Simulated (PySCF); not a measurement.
# The bond of MgTl−, level by level

The task here is to estimate one member of a computed series from the others.

Program: PySCF 2.14.0. Level of theory: Mg aug-cc-pVDZ, Tl aug-cc-pVDZ-PP with ECP60, scalar-relativistic core potentials. These are calculated values, not measurements.

4 further runs of the same task are left out: 4 set aside as unsound or not needed.

Set-up of the first run:

Settings of the job:

```
atoms                         : Mg, Tl
charge                        : -1
basis                         : Mg aug-cc-pVDZ, Tl aug-cc-pVDZ-PP with ECP60
Hamiltonian                   : scalar-relativistic core potentials
basis functions               : 59
electrons treated             : 34
masses in u                   : 23.9850, 204.9744
levels                        : PBE0, PBE, r²SCAN, TPSS, r²SCANh, B2PLYP, ωB97X, MP2, SCS-MP2
grid                          : 80 radial by 434 angular points
occupations                   : held fixed by the projection of orbital angular momentum
dissociation limit            : Mg + Tl−, each in its ground configuration
starting distance in angstrom : 2.885
values of 2S to try           : 0, 2
```

Launch:

```console
$ OMP_NUM_THREADS=1 python dia.py task.json out
```

Steps of the session up to this table: Input; First curve: PBE0; PBE; r²SCAN (meta-GGA); TPSS (meta-GGA); r²SCANh (hybrid meta-GGA); B2PLYP; ωB97X (range-separated hybrid).

One table of the session follows, with a row left open; its other results are not shown here.

Energy (eV) from each level's lowest point:

```
R (Å)  ROHF-MP2  ROHF-SCS-MP2    PBE   TPSS  r²SCAN
2.490     0.292         0.324  0.304  0.286   0.240
2.606         ?             ?      ?      ?       ?
2.721     0.032         0.047  0.040  0.033   0.018
2.808     0.004         0.012  0.008  0.005   0.000
2.895     0.000         0.000  0.000  0.000   0.004
2.982     0.012         0.004  0.008  0.012   0.024
3.098     0.045         0.027  0.038  0.045   0.068
3.242     0.103         0.072  0.093  0.105   0.137
3.416     0.179         0.134  0.172  0.187   0.229
3.648     0.279         0.217  0.279  0.298   0.348
```

Estimate the missing values for R (Å) = 2.606.

Worked estimate for «ROHF-MP2». A straight line through the neighbours (2.490, 0.292) and (2.721, 0.032) gives 0.292 + (0.032 − 0.292) × (2.606 − 2.490) / (2.721 − 2.490) = 0.161; a parabola fitted to 3 rows on both sides gives 0.128.

As computed: ROHF-MP2: 0.120; ROHF-SCS-MP2: 0.144; PBE: 0.132; TPSS: 0.119; r²SCAN: 0.089. In «ROHF-MP2» the line misses by +0.041 and the parabola by +0.008.
